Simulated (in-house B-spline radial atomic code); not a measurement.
# W²⁺: ionisation energy by several methods

An exercise on one series of results from a longer session: the logs are not shown, and one member is left open.

Method: scalar-relativistic (X2C), several functionals, spin-polarised; spherical all-electron atom at the radial basis limit. Code: in-house B-spline radial atomic code version 1.

### What is computed

| Item | Value |
| --- | --- |
| element | tungsten (Z = 74) |
| charge | +2 |
| electrons | 72 |
| configuration | [Xe] 4f14 5d4 |
| nucleus | Fermi, rms radius 5.366 fm |

The outer shells:

[Xe] 4f14 5d4
```
[Xe] core
4f [↑↓][↑↓][↑↓][↑↓][↑↓][↑↓][↑↓]
5d [↑ ][↑ ][↑ ][↑ ][  ]
```

Where spins are not typed, each open shell is filled with up spins first.

Set-up of the first run:

Settings of the run:

```ini
Z = 74
electrons = 72.0
configuration = [Xe] 4f14 5d4
hamiltonian = x2c
method = pw91,pw91
spin_polarised = True
nucleus = fermi
rms_radius = 5.3658
mass_number = 184
atomic_mass = 183.95093318
speed_of_light = 137.035999084
```

Among the steps run: PW91, a GGA; RPBE, a GGA; BP86, a GGA; Hartree-Fock; BLYP, a GGA.

One of the session's tables, all rows but one given; the rest of the session is left out.

```
      method  ΔSCF (eV)
        PW91          ?
        RPBE     26.345
        BP86     26.479
        BLYP     26.154
Hartree-Fock     25.278
```

Q: Estimate the row for PW91 from the others.

The run gave: ΔSCF (eV): 26.481. In the column «ΔSCF (eV)» it is the highest.
